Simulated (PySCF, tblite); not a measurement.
# C4H12Cl2OSi2: geometry, infrared bands and NMR shifts

What infrared bands and NMR shifts should C4H12Cl2OSi2 (`CC[C@@H](Cl)[SiH2][Si@H](Cl)OC`) show?

Programs: tblite 0.8.0 and PySCF 2.14.0, with density-fitted response routines of our own. Each step states its level of theory. These are calculated values for one molecule in the gas phase, unless marked as measured. Atoms are numbered from 0 throughout.

### Step 1. The molecule as given

21 atoms, charge 0, multiplicity 1; geometry from: force field or distance geometry start.

Bonds of the start (Å): C0–C1 1.51, C1–C2 1.55, C2–Cl3 1.79, C2–Si4 1.86, Si4–Si5 2.30, Si5–Cl6 2.05, Si5–O7 1.67, O7–C8 1.41, C0–H9 1.09, C0–H10 1.10, C0–H11 1.10, C1–H12 1.12, C1–H13 1.10, C2–H14 1.10, Si4–H15 1.49, Si4–H16 1.49, Si5–H17 1.48, C8–H18 1.10, C8–H19 1.10, C8–H20 1.08.

### Step 2. Optimising the geometry with GFN2-xTB

Job settings and geometry (Å):

```
{"job": {"kind": "relax", "xc": "GFN2-xTB", "basis": "xTB"}, "charge": 0, "multiplicity": 1}
C     -3.944200     0.401400     0.002800
C     -2.732900    -0.493900     0.086800
C     -1.395000     0.273800     0.210000
Cl    -1.346700     1.199000     1.744400
Si     0.135200    -0.789200     0.143400
Si     1.965800     0.579000    -0.129000
Cl     1.747400     1.762700    -1.791900
O      3.366400    -0.298300    -0.375400
C      4.620200     0.337300    -0.220500
H     -3.866200     1.101800    -0.829600
H     -4.854400    -0.202000    -0.159000
H     -4.106700     0.977800     0.922600
H     -2.855500    -1.180500     0.957100
H     -2.704400    -1.127800    -0.806300
H     -1.364600     1.030700    -0.593500
H      0.018600    -1.715100    -1.013800
H      0.248800    -1.640900     1.356600
H      2.171700     1.482600     1.031200
H      4.742700     0.720800     0.805300
H      4.747100     1.155600    -0.938600
H      5.397600    -0.392100    -0.403200
```

The run is started by

```console
$ OMP_NUM_THREADS=1 python probes_run.py task.json out
```

The driver reads the jobs from task.json and runs them one after another.

**Question.** This job is followed by: GFN2-xTB harmonic vibrations, gas phase; GIAO PBE0/pcSseg-1 NMR shielding, non-relativistic, gas phase. What will the session give for the following? strongest single infrared mode (GFN2-xTB); zero-point energy (GFN2-xTB); ¹³C shifts against TMS (PBE0/pcSseg-1); ¹H shifts against TMS (PBE0/pcSseg-1, means over atoms taken as alike); ³⁵Cl shifts against HCl (PBE0/pcSseg-1); ²⁹Si shifts against TMS (PBE0/pcSseg-1); ¹⁷O shifts against H2O (PBE0/pcSseg-1); surface potential, 1st and 99th percentile.

**Answer**, as computed:

| quantity | value |
| --- | --- |
| strongest single infrared mode (GFN2-xTB) | 639 cm⁻¹, 560 km/mol |
| zero-point energy (GFN2-xTB) | 95.1 kcal/mol |
| ¹³C shifts against TMS (PBE0/pcSseg-1) | 52.7, 51.6, 34.2, 15.3 ppm |
| ¹H shifts against TMS (PBE0/pcSseg-1, means over atoms taken as alike) | 6.12, 4.14, 3.90, 3.84, 3.17, 1.75, 1.51, 1.25 ppm |
| ³⁵Cl shifts against HCl (PBE0/pcSseg-1) | 113, 27 ppm |
| ²⁹Si shifts against TMS (PBE0/pcSseg-1) | 1.9, -57.4 ppm |
| ¹⁷O shifts against H2O (PBE0/pcSseg-1) | 36.5 ppm |
| surface potential, 1st and 99th percentile | -0.71 V and 0.97 V |

**Reading.** Over 100 steps the energy fell by 0.302 eV; of the close pairs, C2–Si4 changed most, 1.864 to 1.916 Å. No mode is imaginary among the 57: a minimum at this level. The strongest single mode, at 639 cm⁻¹, moves mainly H17 and H16. Unscaled tight-binding wavenumbers are off by several per cent, some by more. Its intensities can rank the bands wrongly. At PBE0/pcSseg-1: The widest tensor belongs to Cl3: span 372 ppm, with a paramagnetic part of -313 ppm. At PBE0/pcSseg-1, counted by nearest atom on the grid, the HOMO lies on Cl3 31 %; C2 16 %, the LUMO on Si5 22 %; Si4 17 %.
